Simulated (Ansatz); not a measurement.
# AlBrH₂O (built from SMILES [OH][AlH][Br]): single points off equilibrium

Aim: energy, forces and dipole at a displaced guess of a reacting structure, from CCSD(T) and from density functionals.

Program: Ansatz 0.2.0, Gaussian basis. Level of theory: single points in def2-TZVPP. These are calculated values, not measurements.

Correlated methods freeze the cores. Filled d shells of the heavier atoms are correlated.

## (1) The system as given

5 atoms, charge 0, spin multiplicity 1.

Atoms are counted from 1 here; the program's logs count them from 0.

Bond lengths: Al1–O4 1.457 Å, O4–H5 0.810 Å. Angles: Al1–O4–H5 155.0°.

As a file:

```mol
AlBrH2O
  3D, bonds by distance, orders not assigned

  5  2  0  0  0  0  0  0  0  0999 V2000
   -0.3306   -0.0614   -0.0376 Al  0  0
    1.5420   -1.7902   -1.5727 Br  0  0
    1.9677   -0.4221   -0.0436 H   0  0
   -1.3281    0.7424    0.6563 O   0  0
   -1.5839    1.2878    1.1979 H   0  0
  1  4  8  0
  4  5  8  0
M  END
```

## (2) CCSD(T)/def2-TZVPP

The input, run/in.yaml:

```yaml
crystal:
  periodic: [false, false, false]
  atoms:
    - {symbol: Al, position_ang: [-0.330600, -0.061400, -0.037600]}
    - {symbol: Br, position_ang: [1.542000, -1.790200, -1.572700]}
    - {symbol: H, position_ang: [1.967700, -0.422100, -0.043600]}
    - {symbol: O, position_ang: [-1.328100, 0.742400, 0.656300]}
    - {symbol: H, position_ang: [-1.583900, 1.287800, 1.197900]}
basis:
  gaussian: {orbitals: def2-TZVPP}
correlation: {method: ccsd_t}
output: {forces: true}
```

No record of the launch command was kept for these runs.

## (3) PBE0-D4/def2-TZVPP

run/in.yaml: that of step 2 with these lines changed.

```diff
@@ -10,3 +10,3 @@
   gaussian: {orbitals: def2-TZVPP}
-correlation: {method: ccsd_t}
-output: {forces: true}
+hamiltonian: {xc: pbe0, dispersion: d4}
+output: {forces: true, orbitals: {seedname: orbitals}}
```

## (4) wB97M-V/def2-TZVPP

run/in.yaml: that of step 3 with these lines changed.

```diff
@@ -10,3 +10,3 @@
   gaussian: {orbitals: def2-TZVPP}
-hamiltonian: {xc: pbe0, dispersion: d4}
-output: {forces: true, orbitals: {seedname: orbitals}}
+hamiltonian: {xc: {name: wB97M-V}}
+output: {forces: true}
```

## (5) r2SCAN-D4/def2-TZVPP

run/in.yaml: that of step 4 with these lines changed.

```diff
@@ -10,3 +10,3 @@
   gaussian: {orbitals: def2-TZVPP}
-hamiltonian: {xc: {name: wB97M-V}}
+hamiltonian: {xc: r2scan, dispersion: d4}
 output: {forces: true}
```

## (6) PBE-D4/def2-TZVPP

run/in.yaml: that of step 5 with these lines changed.

```diff
@@ -10,3 +10,3 @@
   gaussian: {orbitals: def2-TZVPP}
-hamiltonian: {xc: r2scan, dispersion: d4}
+hamiltonian: {xc: pbe, dispersion: d4}
 output: {forces: true}
```

## (7) LC-wPBE/def2-TZVPP

run/in.yaml: that of step 6 with these lines changed.

```diff
@@ -10,3 +10,3 @@
   gaussian: {orbitals: def2-TZVPP}
-hamiltonian: {xc: pbe, dispersion: d4}
+hamiltonian: {xc: {name: LC-wPBE}}
 output: {forces: true}
```

## (8) CAM-B3LYP-D4/def2-TZVPP

run/in.yaml: that of step 7 with these lines changed.

```diff
@@ -10,3 +10,3 @@
   gaussian: {orbitals: def2-TZVPP}
-hamiltonian: {xc: {name: LC-wPBE}}
+hamiltonian: {xc: {name: CAM-B3LYP}, dispersion: d4}
 output: {forces: true}
```

(Steps that only read results are left out.)

What does the calculation give? Wanted: energy less free atoms, CCSD(T)/def2-TZVPP; RMS force component; RMS force error; HOMO and LUMO, PBE0-D4; T1 diagnostic.

**Answer**, as computed:

| quantity | value |
| --- | --- |
| energy less free atoms, CCSD(T)/def2-TZVPP | -9.905 eV |
| RMS force component | 4.801 to 4.973 eV/Å over the methods |
| RMS force error | PBE0-D4 0.197, wB97M-V 0.177, r2SCAN-D4 0.149, PBE-D4 0.185, LC-wPBE 0.265, CAM-B3LYP-D4 0.253 eV/Å |
| HOMO and LUMO, PBE0-D4 | -5.75 and -3.35 eV |
| T1 diagnostic | 0.014 |

In words: Against CCSD(T) the functionals' energies less atoms differ by -0.938 to +0.151 eV, PBE-D4 by -0.938 eV. A larger basis would deepen the CCSD(T) value, while the functionals are nearly converged already, so the order here is not reliable. For forces r2SCAN-D4 does best and LC-wPBE worst. Frozen-core CCSD(T) forces in triple zeta carry basis errors of their own, and this is one geometry, so small gaps rank nothing. The restricted Hartree–Fock reference is unstable towards an unrestricted one at one or more of these structures.
